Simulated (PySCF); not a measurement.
# C3H8BFS: the cost of one run

The runs use PySCF 2.14.0, with density-fitted response routines of our own; the level of theory stands in each step. All values are computed, except where a source is named. Atoms are numbered from 0 throughout.

### Step 1. The starting structure

14 atoms, charge 0, multiplicity 1; geometry from: GFN2-xTB.

Bonds of the start (Å): C0–C1 1.53, C1–B2 1.59, B2–F3 1.33, B2–S4 1.79, S4–C5 1.83, C0–H6 1.09, C0–H7 1.09, C0–H8 1.09, C1–H9 1.09, C1–H10 1.10, C5–H11 1.09, C5–H12 1.08, C5–H13 1.08.

### Step 2. Excited states and response: CAM-B3LYP/def2-SVPD

The job: settings as JSON, then the geometry in Å.

```
{"job": {"kind": "uv", "xc": "CAM-B3LYP", "basis": "def2-SVPD", "nstates": 8, "ntriplets": 3}, "charge": 0, "multiplicity": 1}
C     -2.446598     0.184601     0.099557
C     -1.183497     0.676480     0.815479
B      0.170802     0.271335     0.094759
F      0.221879    -0.795519    -0.697058
S      1.682700     1.192079     0.353807
C      2.887019     0.263688    -0.663882
H     -2.420630    -0.896034    -0.017456
H     -3.336718     0.450933     0.665032
H     -2.521546     0.629662    -0.889844
H     -1.240143     1.759034     0.949607
H     -1.176352     0.255990     1.827065
H      2.788105     0.575446    -1.698920
H      2.699407    -0.799881    -0.568847
H      3.874893     0.511739    -0.291466
```

Method: TDDFT CAM-B3LYP/def2-SVPD, vertical, gas phase, core orbitals frozen in the response.

The run is started by

```
OMP_NUM_THREADS=1 python probes_run.py task.json out
```

This one command runs all jobs of the session in turn.

Q: Estimate the wall time and peak memory of this first job on 1 thread of Arm Neoverse N1, shared host.

About 46 s, with a peak of 0.87 GiB.
